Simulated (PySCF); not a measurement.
# The bond of GeP+, level by level

One table from this session's results is given with a row withheld; the runs are named, their logs left out.

Computed with PySCF 2.14.0. Level: Ge def2-TZVPPD, P def2-TZVPPD, no relativity.

Set-up of the first run:

Settings of the job:

* atoms: Ge, P
* charge: 1
* basis: Ge def2-TZVPPD, P def2-TZVPPD
* Hamiltonian: no relativity
* basis functions: 102
* electrons treated: 46
* masses in u: 73.9212, 30.9738
* levels: PBE0, PBE, r²SCAN, r²SCANh, M06-2X, B97-3, BHandHLYP, LDA, LC-ωPBE, HF, MP2, SCS-MP2, CCSD, CCSD(T)
* grid: 80 radial by 434 angular points
* occupations: held fixed by the projection of orbital angular momentum
* dissociation limit: Ge+ + P, each in its ground configuration
* starting distance in angstrom: 2.325
* values of 2S to try: 0, 2, 4

Launch:

```
> OMP_NUM_THREADS=2 python dia.py task.json out
```

Among the steps run: The job; PBE0 along the bond; Higher solutions at PBE0; PBE; r²SCAN (meta-GGA); r²SCANh (hybrid meta-GGA); M06-2X; B97-3 (global hybrid GGA); BHandHLYP; LDA (local density); LC-ωPBE; UHF (mean field); Adding correlation.

One table of the session follows, with a row left open; its other results are not shown here.

Energy (eV) from each level's lowest point:

| R (Å) | UHF | UHF-MP2 | UHF-SCS-MP2 | UHF-CCSD | UHF-CCSD(T) |
| --- | --- | --- | --- | --- | --- |
| 1.987 | 0.972 | 0.916 | 0.942 | n/a | n/a |
| 2.079 | 0.415 | 0.379 | 0.399 | 0.419 | 0.442 |
| 2.171 | 0.119 | 0.097 | 0.110 | 0.123 | 0.137 |
| 2.241 | 0.020 | 0.009 | 0.016 | 0.023 | 0.030 |
| 2.310 | 0.000 | 0.000 | 0.000 | 0.000 | 0.000 |
| 2.379 | ? | ? | ? | ? | ? |
| 2.472 | 0.153 | 0.186 | 0.166 | 0.149 | 0.134 |
| 2.587 | 0.358 | 0.426 | 0.391 | 0.358 | 0.335 |
| 2.726 | 0.622 | 0.802 | 0.764 | 0.657 | 0.628 |
| 2.911 | 0.867 | 1.309 | 1.284 | n/a | n/a |

**Question.** Estimate the row for R (Å) = 2.379.

Worked estimate for «UHF». A straight line through the neighbours (2.310, 0.000) and (2.472, 0.153) gives 0.000 + (0.153 − 0.000) × (2.379 − 2.310) / (2.472 − 2.310) = 0.065; a parabola fitted to 4 rows on both sides gives 0.044.

The run gave: UHF: 0.038; UHF-MP2: 0.051; UHF-SCS-MP2: 0.043; UHF-CCSD: 0.036; UHF-CCSD(T): 0.029. In «UHF» the line misses by +0.027 and the parabola by +0.006.
